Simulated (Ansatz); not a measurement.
**CH7ClSi2 (SMILES [SiH3]C[SiH2]Cl): B3LYP/6-31G(d) (spherical functions)**

Aim: the energy change on altering one bond length of CH7ClSi2 at B3LYP/6-31G* (spherical functions), from 2 runs. 

The results are computed with Ansatz 0.2.0.

49 further runs of the same task are left out: 49 set aside as unsound or not needed.

## 1. The molecule

CH7ClSi2 has 11 atoms, charge 0, and is taken as a singlet. As SMILES, `[SiH3]C[SiH2]Cl`. The shape is that of a PBE0-D4/def2-TZVP optimisation. This is one conformer, not always the lowest.

Bond lengths: Si1–C2 1.877 Å, C2–Si3 1.856 Å, Si3–Cl4 2.062 Å, Si1–H5 1.486 Å, Si1–H6 1.487 Å, Si1–H7 1.487 Å, C2–H8 1.095 Å, C2–H9 1.095 Å, Si3–H10 1.483 Å, Si3–H11 1.483 Å. Some angles: Si1–C2–Si3 114.4°, C2–Si3–Cl4 110.3°, Si1–C2–H8 108.8°, Si1–C2–H9 108.8°, Si3–C2–H8 108.7°, Si3–C2–H9 108.7°, C2–Si1–H5 110.5°, C2–Si1–H6 110.2°, C2–Si1–H7 110.2°, C2–Si3–H10 111.0°.

## 2. A single-point energy at B3LYP/6-31G(d) (spherical functions)

Contents of run.yaml:

```yaml
crystal:
  periodic: [false, false, false]
  atoms:
    - {symbol: Si, position_ang: [1.006300, 1.285600, -0.182900]}
    - {symbol: C, position_ang: [-0.570400, 0.282700, -0.356100]}
    - {symbol: Si, position_ang: [-0.499800, -1.397400, 0.429000]}
    - {symbol: Cl, position_ang: [-2.287500, -2.388300, 0.158700]}
    - {symbol: H, position_ang: [0.854300, 2.610700, -0.838800]}
    - {symbol: H, position_ang: [1.323900, 1.497600, 1.254200]}
    - {symbol: H, position_ang: [2.143300, 0.566700, -0.816300]}
    - {symbol: H, position_ang: [-1.397400, 0.844300, 0.091100]}
    - {symbol: H, position_ang: [-0.797200, 0.162700, -1.420800]}
    - {symbol: H, position_ang: [0.561500, -2.228800, -0.187700]}
    - {symbol: H, position_ang: [-0.271500, -1.292800, 1.890200]}
basis:
  gaussian: {orbitals: 6-31G_st_-spherical.json}
accuracy: high
output: {orbitals: {seedname: orbitals}}
hamiltonian: {xc: {name: B3LYP}}
```

The basis set 6-31G* is read from a file made from the Basis Set Exchange's data (not shown).

Started as:

```bash
ansatz run run.yaml --threads 1 --pin off --max-ram 2610MiB --events-out events.jsonl --progress --plain --runs-dir runs
```

The program printed:

```text
Warning: RAYON_NUM_THREADS=1 ignored (pool sized by the plan → 1); use --threads N
Functional definition: B3LYP
  name "B3LYP"
  parameter a0 = 0.2
  parameter ax = 0.72
  parameter ac = 0.81
  exchange = (1 - a0 - ax)*slater_x + ax*b88_x + a0*exact_x
  correlation = (1 - ac)*vwn_rpa_c + ac*lyp_c
1909 factors; integrals over basis functions are off by at most 3.9e-9 eV
mean field evaluation 1: about -29425.8440 eV, gradient 4.3e1 eV
mean field evaluation 2: about -29422.8638 eV, gradient 5.1e1 eV
mean field evaluation 4: about -29430.2414 eV, gradient 1.5e0 eV
mean field evaluation 8: about -29430.4411 eV, gradient 7.6e-2 eV
mean field evaluation 16: about -29430.4411 eV, gradient 3.3e-6 eV
mean field -29430.44111480 eV, -1081.5487622995 hartree, gradient 3.4e-8 eV, S^2 0.000000; 0 other end points of the search recorded, 0 dependent functions left out
reference -29430.44116147 eV, -1081.5487640147 hartree; 29, 29 occupied and 53, 53 virtual orbitals, 1909 factors
Total energy: -29430.44116147 eV, -1081.5487640147 hartree
```

It took 9.9 s on 1 thread of Arm Neoverse V2, shared host; peak memory 0.3 GiB.

## 3. The distorted shape

Contents of molecule.yaml:

```yaml
crystal:
  periodic: [false, false, false]
  atoms:
    - symbol: Si
      position_ang: [0.847489, 1.179593, -0.901498]
    - symbol: C
      position_ang: [-0.729211, 0.176693, -1.074698]
    - symbol: Si
      position_ang: [-0.658611, -1.503407, -0.289598]
    - symbol: Cl
      position_ang: [-2.446311, -2.494307, -0.559898]
    - symbol: H
      position_ang: [0.695489, 2.504693, -1.557398]
    - symbol: H
      position_ang: [1.323900, 1.497600, 1.254200]
    - symbol: H
      position_ang: [1.984489, 0.460693, -1.534898]
    - symbol: H
      position_ang: [-1.556211, 0.738293, -0.627498]
    - symbol: H
      position_ang: [-0.956011, 0.056693, -2.139398]
    - symbol: H
      position_ang: [0.402689, -2.334807, -0.906298]
    - symbol: H
      position_ang: [-0.430311, -1.398807, 1.171602]
basis:
  gaussian: {orbitals: 6-31G_st_-spherical.json}
hamiltonian: {xc: {name: B3LYP}}
accuracy: high
output: {orbitals: {seedname: orbitals}}
```

The basis set 6-31G* is read from a file made from the Basis Set Exchange's data (not shown).

Started as:

```bash
ansatz run molecule.yaml --threads 1 --pin off --max-ram 2610MiB --events-out events.jsonl --progress --plain --runs-dir runs
```

The program printed (excerpt; [...] marks lines left out):

```text
Warning: RAYON_NUM_THREADS=1 ignored (pool sized by the plan → 1); use --threads N
[... 7 set-up lines as earlier in the session ...]
1911 factors; integrals over basis functions are off by at most 3.9e-9 eV
mean field evaluation 1: about -29423.9584 eV, gradient 4.3e1 eV
mean field evaluation 2: about -29420.6135 eV, gradient 5.2e1 eV
mean field evaluation 4: about -29428.2960 eV, gradient 2.1e0 eV
mean field evaluation 8: about -29428.4899 eV, gradient 2.9e-1 eV
mean field evaluation 16: about -29428.4902 eV, gradient 2.1e-5 eV
mean field -29428.49018836 eV, -1081.4770670753 hartree, gradient 3.9e-8 eV, S^2 0.000000; 0 other end points of the search recorded, 0 dependent functions left out
reference -29428.49023515 eV, -1081.4770687948 hartree; 29, 29 occupied and 53, 53 virtual orbitals, 1911 factors
Total energy: -29428.49023515 eV, -1081.4770687948 hartree
```

It took 11 s on 1 thread of Arm Neoverse V2, shared host; peak memory 0.3 GiB.

## 4. What came out

At B3LYP/6-31G* (spherical functions):

| quantity | value |
| --- | --- |
| first shape: total energy | -1081.54876 Eh |
| first shape: HOMO energy | -8.32 eV |
| first shape: LUMO energy | 0.03 eV |
| first shape: HOMO–LUMO gap | 8.35 eV |
| distorted shape: total energy | -1081.47707 Eh |
| distorted shape: HOMO energy | -7.73 eV |
| distorted shape: LUMO energy | -1.38 eV |
| distorted shape: HOMO–LUMO gap | 6.34 eV |
| energy change with the Si1–H6 bond stretched from 1.487 to 2.230 Å | 1.951 eV |

**Reading.** With the Si1–H6 bond stretched from 1.487 to 2.230 Å the energy rises by 1.95 eV (45 kcal/mol). The first shape isn't relaxed at this level, so the change isn't measured from a minimum.
